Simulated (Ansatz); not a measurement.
Predict the output of the script below (the Python package of Ansatz (0.2.0)).

`fh5sisn.xyz`
```text
8

F    -2.21220    1.22120    0.21000
Sn   -0.69050    0.65210   -0.76380
Si    0.71760   -0.71900    0.76080
H    -1.10500   -0.31210   -2.13280
H     0.22730    2.03020   -1.34800
H     1.16350    0.11620    1.92120
H     1.96850   -1.18110    0.05140
H     0.02300   -1.86440    1.24520
```

`opt.py`:
```python
import itertools

import ansatz as az
from ase.data import atomic_numbers, covalent_radii
import numpy as np


def main() -> None:
    molecule = az.Crystal.molecule_from_extxyz("fh5sisn.xyz")

    model = (
        molecule.calculation()
        .basis(gaussian="def2-SVP")
        .functional("cam_b3lyp")
    )
    symbols = [site.symbol for site in molecule.cartesian_sites]
    start = np.array([site.position_ang for site in molecule.cartesian_sites], dtype=float)
    def progress(event):
        if event["event"] == "relax_step":
            row = event["data"]
            print(f"step {row['step']:3d}  E = {row['lagrangian_ev']:.6f} eV  largest force component {row['allowed_force_max_ev_ang']:.4f} eV/A")


    data = model.relax(force_tolerance=0.02, max_steps=100).session().plan().execute(on_event=progress).report
    end = np.array(data["positions_ang"])

    print("reference energy %16.6f eV" % data["reference_energy_ev"])
    print("total energy     %16.6f eV" % data["free_energy_ev"])
    print("occupied orbitals outside the frozen core (up, down):", data["n_occupied"], " frozen:", data["n_frozen"], " virtual:", data["n_virtual"])

    radius = [covalent_radii[atomic_numbers[s]] for s in symbols]
    span = lambda where, i, j: np.linalg.norm(where[i] - where[j])
    bonded = [(i, j) for i, j in itertools.combinations(range(len(symbols)), 2) if min(span(start, i, j), span(end, i, j)) < 1.2 * (radius[i] + radius[j])]
    print("pair        before    after (A)")
    for i, j in bonded:
        print(f"{symbols[i]}{i}-{symbols[j]}{j}".ljust(10), f"{span(start, i, j):8.4f} {span(end, i, j):8.4f}")
    with open("fh5sisn_opt.xyz", "w") as handle:
        handle.write(f"{len(symbols)}\nrelaxed FH5SiSn\n")
        handle.writelines(f"{s:2s} {x:11.6f} {y:11.6f} {z:11.6f}\n" for s, (x, y, z) in zip(symbols, end))


if __name__ == "__main__":
    main()
```

```console
$ python opt.py
step   1  E = -16501.452658 eV  largest force component 1.5558 eV/A
step   2  E = -16501.627785 eV  largest force component 0.5674 eV/A
step   3  E = -16501.655429 eV  largest force component 0.1763 eV/A
step   4  E = -16501.666734 eV  largest force component 0.0528 eV/A
step   5  E = -16501.669012 eV  largest force component 0.0466 eV/A
step   6  E = -16501.669385 eV  largest force component 0.0092 eV/A
reference energy    -16501.669517 eV
total energy        -16501.669517 eV
occupied orbitals outside the frozen core (up, down): [25, 25]  frozen: 0  virtual: [58, 58]
pair        before    after (A)
F0-Sn1       1.8941   1.9461
Sn1-Si2      2.4874   2.5676
Sn1-H3       1.7250   1.7107
Sn1-H4       1.7558   1.7107
Si2-H5       1.4976   1.4862
Si2-H6       1.5105   1.4890
Si2-H7       1.4244   1.4861
```

File `fh5sisn_opt.xyz` afterwards:
```text
8
relaxed FH5SiSn
F    -2.182653    1.215415    0.141023
Sn   -0.605693    0.638746   -0.842883
Si    0.791762   -0.741370    0.810949
H    -1.237307   -0.239949   -2.167847
H     0.119471    2.098158   -1.363331
H     1.186460    0.105070    1.967008
H     2.015886   -1.223861    0.113942
H     0.004275   -1.909108    1.285140
```

Total energies depend on the basis set; only differences at equal settings carry meaning. The end point is the stationary point reached from this start; no frequency run checks that it is a minimum, and the basis set is modest. def2 sets replace the cores of elements past krypton by effective core potentials. Finished in 30 s on 1 thread of Arm Neoverse V1, with other jobs on the host, peak memory 0.27 GiB.
